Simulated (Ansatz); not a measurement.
Task: a geometry optimisation of C3H6F2Se, SMILES CC[Se]C(F)F, with Ansatz 0.2.0 through its Python package. Give the script and its output. Settings: PBE0, def2-SVP basis, multiplicity 1, D4 dispersion.

```yaml
atoms:
  - { symbol: C, position_ang: [-1.6136, 0.4264, -0.2319] }
  - { symbol: C, position_ang: [-0.5967, -0.6437, -0.6014] }
  - { symbol: Se, position_ang: [0.4151, -1.2029, 0.9763] }
  - { symbol: C, position_ang: [1.8745, 0.0527, 0.6608] }
  - { symbol: F, position_ang: [2.8768, -0.1780, 1.5829] }
  - { symbol: F, position_ang: [1.4202, 1.3498, 0.8003] }
  - { symbol: H, position_ang: [-1.1001, 1.3315, 0.1528] }
  - { symbol: H, position_ang: [-2.2031, 0.7061, -1.1302] }
  - { symbol: H, position_ang: [-2.3067, 0.0409, 0.5454] }
  - { symbol: H, position_ang: [0.0829, -0.2634, -1.3927] }
  - { symbol: H, position_ang: [-1.1335, -1.5292, -1.0021] }
  - { symbol: H, position_ang: [2.2843, -0.0903, -0.3603] }
```

`c3h6f2se_opt.py`
```python
# -*- coding: utf-8 -*-
'''Relax the C3H6F2Se molecule.'''

import logging
import sys

import ansatz as az
from ase import Atoms
import numpy as np

logging.basicConfig(stream=sys.stdout, format='%(levelname)s:%(name)s:%(message)s')
logger = logging.getLogger('calc')
logger.setLevel(logging.INFO)

BASIS_SET = 'def2-SVP'
XC = 'pbe0'
DISPERSION = 'd4'

atoms = Atoms(['C', 'C', 'Se', 'C', 'F', 'F', 'H', 'H', 'H', 'H', 'H', 'H'], positions=[
    [-1.6136, 0.4264, -0.2319],
    [-0.5967, -0.6437, -0.6014],
    [0.4151, -1.2029, 0.9763],
    [1.8745, 0.0527, 0.6608],
    [2.8768, -0.178, 1.5829],
    [1.4202, 1.3498, 0.8003],
    [-1.1001, 1.3315, 0.1528],
    [-2.2031, 0.7061, -1.1302],
    [-2.3067, 0.0409, 0.5454],
    [0.0829, -0.2634, -1.3927],
    [-1.1335, -1.5292, -1.0021],
    [2.2843, -0.0903, -0.3603],
])
geometry = az.Crystal.molecule_from_ase(atoms)

base = (
    geometry.calculation()
    .basis(gaussian=BASIS_SET)
    .functional(XC, dispersion=DISPERSION)
)
symbols = [site.symbol for site in geometry.cartesian_sites]
start = np.array([site.position_ang for site in geometry.cartesian_sites], dtype=float)
r = base.relax(force_tolerance=0.005).run().report
end = np.array(r['positions_ang'])

logger.info('reference energy %16.6f eV' % r['reference_energy_ev'])
logger.info('total energy     %16.6f eV' % r['free_energy_ev'])
print('occupied (up, down):', r['n_occupied'], ' virtual:', r['n_virtual'], ' frozen:', r['n_frozen'])

logger.info('bond        before    after (A)')
for i, j in [(0, 1), (0, 6), (0, 7), (0, 8), (1, 2), (1, 9), (1, 10), (2, 3), (3, 4), (3, 5), (3, 11)]:
    d0, d1 = (np.linalg.norm(xyz[i] - xyz[j]) for xyz in (start, end))
    print(f'{symbols[i]}{i}-{symbols[j]}{j}'.ljust(10), f'{d0:8.4f} {d1:8.4f}')

charges = r['charge_distribution']
dipole = np.array(charges['dipole_moment_e_ang']) * 4.803205
logger.info('dipole (D): {:.3f} {:.3f} {:.3f}, length {:.3f}'.format(*dipole, np.linalg.norm(dipole)))
logger.info('atom  Mulliken   Lowdin')
for symbol, m, l in zip(symbols, charges['mulliken_charges_e'], charges['lowdin_charges_e']):
    logger.info(f'{symbol:4s} {m:9.3f} {l:8.3f}')
```

```console
$ python c3h6f2se_opt.py
INFO:calc:reference energy    -73960.800273 eV
INFO:calc:total energy        -73961.019037 eV
occupied (up, down): [38, 38]  virtual: [94, 94]  frozen: 0
INFO:calc:bond        before    after (A)
C0-C1        1.5218   1.5155
C0-H6        1.1095   1.0987
C0-H7        1.1103   1.1025
C0-H8        1.1105   1.0998
C1-Se2       1.9559   1.9571
C1-H9        1.1102   1.1018
C1-H10       1.1103   1.1007
Se2-C3       1.9509   1.9520
C3-F4        1.3813   1.3399
C3-F5        1.3814   1.3472
C3-H11       1.1095   1.1045
INFO:calc:dipole (D): -1.077 -0.027 -2.261, length 2.505
INFO:calc:atom  Mulliken   Lowdin
INFO:calc:C       -0.049   -0.013
INFO:calc:C       -0.254   -0.120
INFO:calc:Se      -0.032    0.202
INFO:calc:C        0.366   -0.187
INFO:calc:F       -0.212    0.070
INFO:calc:F       -0.211    0.061
INFO:calc:H        0.060   -0.001
INFO:calc:H        0.052    0.011
INFO:calc:H        0.058    0.009
INFO:calc:H        0.080    0.003
INFO:calc:H        0.089    0.009
INFO:calc:H        0.053   -0.044
```

Reading the output:
- Total energies depend on the basis set; only differences at equal settings carry meaning.
- The end point is the stationary point reached from this start; no frequency run checks that it is a minimum, and the basis set is modest.
- The Löwdin charges here are taken after orthogonalising the functions within each atom; they differ from plain Löwdin charges, and their signs can be unphysical.
- Total less reference energy is the dispersion correction.
- Wall time of the script: 2.1 min on 1 thread of Arm Neoverse V1, with other jobs on the host, peak memory 0.43 GiB.

(A comment or docstring line of the script was reworded after the run, the code is as it ran; lines on the test bed's own set-up are left out of the output.)
